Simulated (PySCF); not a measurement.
# C2H7FSi2: the cost of one run

Computed with PySCF 2.14.0, with density-fitted response routines of our own, on a single molecule in the gas phase. Atoms are numbered from 0 throughout.

## 1. The molecule as given

12 atoms, charge 0, multiplicity 1; geometry from: GFN2-xTB. The atoms were then displaced at random by about 0.01 Å, so the start is not that level's minimum.

Bonds of the start (Å): F0–Si1 1.63, Si1–C2 1.92, C2–Si3 1.91, Si3–C4 1.89, C4–Si1 1.91, Si1–H5 1.45, C2–H6 1.08, C2–H7 1.07, Si3–H8 1.50, Si3–H9 1.47, C4–H10 1.10, C4–H11 1.08.

## 2. Relaxing the molecule at PBE0-D3(BJ)/def2-SVP

What the job is given:

```
{"job": {"xc": "PBE0", "basis": "def2-SVP", "d3": "d3bj", "grid": 1, "shake": 0.01, "kind": "geom"}, "charge": 0, "multiplicity": 1}
F      1.598310    -0.713820     1.858510
Si     1.176240    -0.599160     0.283910
C     -0.631780    -1.188030     0.003220
Si    -1.183250     0.615230    -0.305210
C      0.615840     1.165940    -0.173160
H      2.297920    -1.228120    -0.384730
H     -0.732500    -1.852750    -0.837220
H     -1.045320    -1.678050     0.862210
H     -2.088420     1.148850     0.767950
H     -1.819670     0.827410    -1.609990
H      0.810570     1.917740     0.608620
H      1.041750     1.556500    -1.083150
```

Run with:

```sh
> OMP_NUM_THREADS=1 python probes_run.py task.json out
```

The driver reads the jobs from task.json and runs them one after another.

Q: Estimate the wall time and peak memory of this first job on 1 thread of Arm Neoverse V1, shared host.

About 32 s, with a peak of 0.5 GiB.
